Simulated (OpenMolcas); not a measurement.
# Ni³⁺ among point charges: CASSCF and CASPT2 levels and susceptibility

Aim: the splitting of the states of Ni³⁺ in the field of 6 point charges, its lowest levels with spin-orbit coupling and its magnetic susceptibility.

The numbers are computed with OpenMolcas 26.06 (state-averaged CASSCF and CASPT2, spin-orbit coupling by RASSI with atomic mean-field integrals), except any that are marked as measured or tabulated.

## 1. What is computed

* Species: Ni³⁺ (nickel, Z = 28, 25 electrons)
* Basis: ANO-RCC-VDZP [5s4p2d1f], 34 functions
* Scalar Hamiltonian: DKH2, point nucleus
* Inactive shells: 1s 2s 2p 3s 3p
* Active space: 7 electrons in 5 orbitals (3d)
* Some configurations of this space: 3d⁷
* Orbitals: optimised for each spin and parity, averaged over all roots

The outer shells:

3d7
```
3d [↑↓][↑↓][↑ ][↑ ][↑ ]
```

The ion sits among 6 point charges of -2.2 e arranged as an octahedron (Oh), 1.95 Å from the ion.

The work runs as a chain of OpenMolcas steps in one folder; each step below is one input file. Labels, J, g values, rates, χT and fits are worked out afterwards by a script from the matrices that RASSI stores. The input lists half of the charges; inversion (Group=XYZ) makes the rest.

## 2. Basis and integrals

The input, a.inp:

```
&GATEWAY
Coord
1

Ni 0.0 0.0 0.0
Basis=ANO-RCC-VDZP
Group=XYZ
NoMove
AngMom=0.0 0.0 0.0
AMFI
XField
3 Angstrom 0
1.950000 0.000000 0.000000 -2.200000
0.000000 1.950000 0.000000 -2.200000
0.000000 0.000000 1.950000 -2.200000
&SEWARD
```

Run with:

```console
> OMP_NUM_THREADS=1 MOLCAS_MEM=1689 MOLCAS_PROJECT=a pymolcas a.inp > a.log
```

## 3. CASSCF: quartets of even parity, 10 roots

The input, a.inp:

```
&RASSCF
FileOrb=start.orb
Symmetry=1
Spin=4
nActEl=7 0 0
Inactive=3 6
Ras2=5 0
CIRoot=10 10 1
SDav=10
CIMx=300
Iter=120 100
PrWF=0.3
OrbListing=Nothing
MaxOrb=0
>>> COPY $Project.JobIph JOB001
```

start.orb holds the contracted functions of the basis, ordered by shell, or the orbitals of the step before.

## 4. Reference wave functions, doublets of even parity, 40 roots

The input, a.inp:

```
&RASSCF
FileOrb=start.orb
Symmetry=1
Spin=2
nActEl=7 0 0
Inactive=3 6
Ras2=5 0
CIRoot=40 40 1
SDav=40
CIMx=300
Iter=120 100
PrWF=0.3
OrbListing=Nothing
MaxOrb=0
>>> COPY $Project.JobIph JOB002
```

## 5. State interaction with spin-orbit coupling

The input, a.inp:

```
&RASSI
NrOfJobIphs=2 10 40
1 2 3 4 5 6 7 8 9 10
1 2 3 4 5 6 7 8 9 10 11 12 13 14 15 16 17 18 19 20 21 22 23 24 25 26 27
28 29 30 31 32 33 34 35 36 37 38 39 40
IphNames
JOB001
JOB002
EJob
SpinOrbit
DIPRint=1.0
SOCoupling=1000.0
Subsets=2
Property=9
'ANGMOM' 1 'ANGMOM' 2 'ANGMOM' 3 'MLTPL  1' 1 'MLTPL  1' 2 'MLTPL  1' 3
'AMFI' 1 'AMFI' 2 'AMFI' 3
SOProperty=3
'ANGMOM' 1 'ANGMOM' 2 'ANGMOM' 3
```

## 6. CASPT2: IPEA 0.25, imaginary shift 0.1 (closed shells correlated: 3s 3p)

The input, a.inp:

```
>>> COPY JOB001 $Project.JobIph
&CASPT2
Multistate=10 1 2 3 4 5 6 7 8 9 10
NoMult
Frozen=2 3
IPEA=0.25
Imaginary=0.1
MaxIter=60
WThr=0.0 0.3 0.05
PrWF=0.5
NoMix
>>> COPY JOB002 $Project.JobIph
&CASPT2
Multistate=40 1 2 3 4 5 6 7 8 9 10 11 12 13 14 15 16 17 18 19 20 21 22
23 24 25 26 27 28 29 30 31 32 33 34 35 36 37 38 39 40
NoMult
Frozen=2 3
IPEA=0.25
Imaginary=0.1
MaxIter=60
WThr=0.0 0.3 0.05
PrWF=0.5
NoMix
```

(Steps that only read results are left out.)

**Question.** What will these runs give? Wanted: spin-free ground state; first state of the same spin within the active space; lowest level; next level.

**Answer**, as computed:

| quantity | value |
| --- | --- |
| method | SS-CASPT2, IPEA 0.25, imaginary shift 0.1 (closed shells correlated: 3s 3p) |
| spin-free ground state | 4T1, 3-fold in its orbital part |
| first state of the same spin within the active space | 4T2 at 4200 cm⁻¹ |
| lowest level | 2-fold Γ6, g = 4.67, 4.67, 4.67 |
| next level | 480.4 cm⁻¹ |
| χT at 300 K | 3.86 cm³ K/mol |
| effective moment at 300 K | 5.55 μB |

Cost by method:

```
                                              method  time of its own steps  time with the reference
                                           A. CASSCF                  9.9 s                    9.9 s
B. SS-CASPT2, IPEA 0.25, imaginary shift 0.1, +3s 3p                  2.5 s                     12 s
```

Times are of one thread on a shared host.

The spin-free ground state (4T1) comes to 99 % from free-ion F terms and keeps the highest spin of the shell. χT at 300 K is 3.86, against 1.88 cm³ K/mol for the spin alone, so orbital moment adds to it. An active space of the d shell alone favours high spin; real ions in strong fields can be low spin. A ligand-field fit to the states below 45000 cm-1 gives 10Dq = 4214 cm-1, B = 1191 cm-1 and C = 4827 cm-1 (C/B = 4.05), with a deviation of 684 cm-1. CASPT2 does not keep the components of a term degenerate, and the means are used. The field of point charges can differ much from that of real complexes. With metal d orbitals alone active, the gaps between spin states are rough; where two lie within a few thousand cm-1, their order is open. Point charges carry no covalency, so the field is a model and not that of real ligands.
